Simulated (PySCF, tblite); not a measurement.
# C₂H₇BCl₂Ge: geometry, infrared bands and NMR shifts

Wanted: the infrared bands and NMR shifts of C₂H₇BCl₂Ge (`C[CH2][GeH2][B](Cl)Cl`), by calculation.

The runs use tblite 0.8.0 and PySCF 2.14.0, with density-fitted response routines of our own; the level of theory stands in each step. All values are computed, except where a source is named. Atoms count from 0, in the outputs and in this text.

## 1. The starting structure

13 atoms, charge 0, multiplicity 1; geometry from: force field or distance geometry start.

Bonds of the start (Å): C0–C1 1.49, C1–Ge2 1.95, Ge2–B3 2.03, B3–Cl4 1.85, B3–Cl5 1.84, C0–H6 1.13, C0–H7 1.12, C0–H8 1.10, C1–H9 1.13, C1–H10 1.11, Ge2–H11 1.55, Ge2–H12 1.55.

## 2. Optimising the geometry with GFN2-xTB

What the job is given:

```
{"job": {"kind": "relax", "xc": "GFN2-xTB", "basis": "xTB"}, "charge": 0, "multiplicity": 1}
C     -1.467700     0.468800    -0.675400
C     -0.870800    -0.753800    -0.075000
Ge     0.678600    -0.417700     1.053500
B      2.162000     0.550000     0.054400
Cl     3.103100    -0.530500    -1.118700
Cl     2.083900     2.357700    -0.255700
H     -2.575900     0.361500    -0.852600
H     -1.376400     1.335300     0.036200
H     -1.025100     0.760000    -1.641900
H     -1.686100    -1.217800     0.554900
H     -0.570800    -1.502300    -0.832300
H      0.300600     0.405800     2.305600
H      1.240200    -1.816500     1.429200
```

Started as:

```console
OMP_NUM_THREADS=1 python probes_run.py task.json out
```

This one command runs all jobs of the session in turn.

**Question.** This job is followed by: GFN2-xTB harmonic vibrations, gas phase; GIAO PBE0/pcSseg-1 NMR shielding, non-relativistic, gas phase. What will the session give for the following? strongest single infrared mode (GFN2-xTB); zero-point energy (GFN2-xTB); 13C shifts against TMS (PBE0/pcSseg-1); 1H shifts against TMS (PBE0/pcSseg-1, means over atoms taken as alike); 73Ge shifts against GeMe4 (PBE0/pcSseg-1); 11B shifts against BF3·OEt2 (PBE0/pcSseg-1); 35Cl shifts against HCl (PBE0/pcSseg-1, means over atoms taken as alike).

As calculated:

| quantity | value |
| --- | --- |
| strongest single infrared mode (GFN2-xTB) | 2032 cm⁻¹, 478 km/mol |
| zero-point energy (GFN2-xTB) | 53.4 kcal/mol |
| 13C shifts against TMS (PBE0/pcSseg-1) | 15.2, 10.4 ppm |
| 1H shifts against TMS (PBE0/pcSseg-1, means over atoms taken as alike) | 3.65, 1.26, 1.18 ppm |
| 73Ge shifts against GeMe4 (PBE0/pcSseg-1) | -226 ppm |
| 11B shifts against BF3·OEt2 (PBE0/pcSseg-1) | 76.7 ppm |
| 35Cl shifts against HCl (PBE0/pcSseg-1, means over atoms taken as alike) | 401 ppm |

**Reading.** Over 70 steps the energy fell by 0.647 eV; of the close pairs, B3–Cl4 changed most, 1.852 to 1.708 Å. All 33 modes are real, so the xTB geometry is a minimum. The strongest single mode, at 2032 cm⁻¹, moves mainly H11 and H12. Unscaled tight-binding wavenumbers are off by several per cent, some by more. Its intensities can rank the bands wrongly. At PBE0/pcSseg-1: The largest span, 737 ppm, is at Cl4, Cl5, where the paramagnetic term is -599 ppm. Spin-orbit coupling is left out, which matters for shieldings and couplings at and beside the heavy atoms.
